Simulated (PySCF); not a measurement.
# ZnN⁺ (triplet): changing the method

Aim: see what other levels and later steps give for ZnN⁺ (triplet).

Program: PySCF 2.14.0. Level of theory: method and basis as typed in the scripts. These are calculated values, not measurements.

10 further runs of the same task are left out: 10 that didn't finish.

## Step 1: The system as given

ZnN⁺ (triplet): 2 atoms, charge 1, spin multiplicity 3.

Bond lengths: Zn1–N2 1.945 Å.

## Step 2: Base script

Contents of input.py:

```python
from pyscf import gto, scf

mol = gto.M(
    atom='Zn 0 0 0; N 0 0 1.945',
    basis='sbkjc',
    ecp={'Zn': 'sbkjc', 'N': 'sbkjc'},
    charge=1,
    spin=2,
    verbose=4,
)
mf = scf.UHF(mol)
mf.kernel()
mf.dip_moment()
print('orbital energies (hartree):', [e[max(0, n-3):n+3].round(4) for e, n in zip(mf.mo_energy, mol.nelec)])
```

Started as:

```console
$ python input.py
```

## Step 3: Stability test

Variant 1 changes step after the SCF: none → stability.

Edit input.py of step 2 so:

```diff
@@ -12,2 +12,3 @@
 mf.kernel()
+mf.stability(internal=True, external=True)
 mf.dip_moment()
```

## Step 4: EOM-IP

Variant 2 changes step after the SCF: none → eomip; number of roots: none → 4.

Edit input.py of step 2 so:

```diff
@@ -1,2 +1,2 @@
-from pyscf import gto, scf
+from pyscf import gto, scf, cc
 
@@ -12,2 +12,6 @@
 mf.kernel()
+mycc = cc.CCSD(mf)
+mycc.kernel()
+e = mycc.ipccsd(nroots=4)[0]
+print('roots (eV) =', (e*27.211386).round(3))
 mf.dip_moment()
```

## Step 5: Geometry optimisation

Variant 3 changes step after the SCF: none → optimize.

Edit input.py of step 2 so:

```diff
@@ -1,2 +1,3 @@
 from pyscf import gto, scf
+from pyscf.geomopt.geometric_solver import optimize
 
@@ -12,3 +13,5 @@
 mf.kernel()
-mf.dip_moment()
+mol_eq = optimize(mf, maxsteps=30)
+print('optimised geometry (angstrom)')
+print(mol_eq.tostring('raw'))
 print('orbital energies (hartree):', [e[max(0, n-3):n+3].round(4) for e, n in zip(mf.mo_energy, mol.nelec)])
```

## Step 6: RHF

Variant 4 changes SCF type: UHF → RHF.

Contents of input.py:

```python
from pyscf import gto, scf

mol = gto.M(
    atom='Zn 0 0 0; N 0 0 1.945',
    basis='sbkjc',
    ecp={'Zn': 'sbkjc', 'N': 'sbkjc'},
    charge=1,
    spin=2,
    verbose=4,
)
mf = scf.RHF(mol)
mf.kernel()
mf.dip_moment()
print('orbital energies (hartree):', mf.mo_energy[..., max(0, mol.nelec[1]-3):mol.nelec[0]+3].round(4))
```

**Question.** What will these runs give? Wanted: for each run, E(SCF); from base; gap, α spin; after the SCF.

**Answer**, as computed:

| run | E(SCF) (hartree) | from base (eV) | cycles | gap, α spin (eV) | after the SCF |
| --- | --- | --- | --- | --- | --- |
| base | -234.275022 | 0 | 17 | 16.75 | n/a |
| stability test | -234.275022 | 0.0000 | 17 | 16.75 | stable |
| EOM-IP | -234.275022 | 0.0000 | 17 | 16.75 | CCSD correlation -10.791 eV, first root 16.21 eV |
| geometry optimisation | -234.275022 | 0.0000 | 17 | 16.75 | bond 2.472 Å, -0.420 eV |
| RHF | -234.233243 | +1.1369 | 17 | n/a | n/a |

SCF columns refer to the geometry typed in the script.

What this shows: The dearest run is “EOM-IP”, at 13 s against 0.98 s.
